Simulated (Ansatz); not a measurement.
# Y3Sn7: the cost of one run

All numbers below are computed with Ansatz 0.2.0 (DFT PBE, scalar-relativistic, plane waves, PAW).

## (1) The structure to begin with

The cell holds 20 atoms (Sn14Y6): a = 8.228 Å, b = 8.228 Å, c = 9.233 Å, α = 76.09°, β = 76.09°, γ = 85.46°.

The sites of an ideal hcp lattice, at a guessed lattice constant, take 14 Sn, 6 Y (sublattices apart by semicolons), with a shake of 0.02 Å. Warren-Cowley parameters of the first shell (negative: unlike neighbours preferred): Sn-Y +0.09. In a cell this small the draw can fall short of the order aimed at.

The coordinates stand in the first input below.

## (2) Relaxing on a coarse mesh

Cell and atoms move without symmetry, on a coarse mesh with loose thresholds.

Contents of input.yaml:

```yaml
crystal:
  lattice:
    - [5.23436081, -3.02205961, -5.58331819]
    - [5.23436081, -3.02205961, 5.58331819]
    - [-1.74478692, -9.06617883, 0.0]
  atoms:
    - { symbol: "Y", position: [0.0437055468, 0.2913833622, 0.0019400443] }
    - { symbol: "Y", position: [0.841779796, 0.0969802293, 0.7968658979] }
    - { symbol: "Y", position: [0.7429690567, 0.9900508979, 0.2028580711] }
    - { symbol: "Y", position: [0.5429256922, 0.7912104147, 0.0006764984] }
    - { symbol: "Y", position: [0.9534901385, 0.7082452029, 0.0045709768] }
    - { symbol: "Y", position: [0.7599703516, 0.5038560271, 0.7995071826] }
    - { symbol: Sn, position: [0.1425272305, 0.3938449661, 0.6002603616] }
    - { symbol: Sn, position: [0.9414324638, 0.1862515083, 0.4025389628] }
    - { symbol: Sn, position: [0.6412696058, 0.8865182266, 0.6001223764] }
    - { symbol: Sn, position: [0.4412590576, 0.6912931808, 0.4000871437] }
    - { symbol: Sn, position: [0.2417562726, 0.4964418477, 0.1985695922] }
    - { symbol: Sn, position: [0.3445128202, 0.5949368537, 0.7997117614] }
    - { symbol: Sn, position: [0.0601634964, 0.8115027889, 0.6004359556] }
    - { symbol: Sn, position: [0.8570031068, 0.606836521, 0.4014153003] }
    - { symbol: Sn, position: [0.5589397366, 0.3107548068, 0.600810895] }
    - { symbol: Sn, position: [0.3576492011, 0.1122309245, 0.4003156504] }
    - { symbol: Sn, position: [0.1580746719, 0.9100358921, 0.2028046788] }
    - { symbol: Sn, position: [0.6587604967, 0.4097083563, 0.1984071928] }
    - { symbol: Sn, position: [0.4656928025, 0.211813556, 0.995176837] }
    - { symbol: Sn, position: [0.2579973609, 0.0107372436, 0.7985232768] }
  symmetry: { detect: false }
basis:
  ecutwfc: 420
kpoints:
  mp_grid: { grid: [2, 2, 2], shift: [0.5, 0.5, 0.5] }
hamiltonian:
  xc: pbe
scf:
  occupations: { method: gaussian, width: 0.1 }
  lower_state_search: "off"
output:
  forces: true
  stress: true
  eigenvalues: true
relax:
  adjacent_minimum: "off"
  f_tol: 0.04
  max_steps: 50
  cell: { stress_tol: 0.3 }
```

Started as:

```bash
$ ansatz run input.yaml --threads 4 --pin off --max-ram 9216MiB --backend cpu --events-out ev --progress --plain --runs-dir out
```

What time and memory should one allow on 4 threads of Intel Xeon 6975P-C (Granite Rapids), shared host?

About 3.3 min, with a peak of 2 GiB.
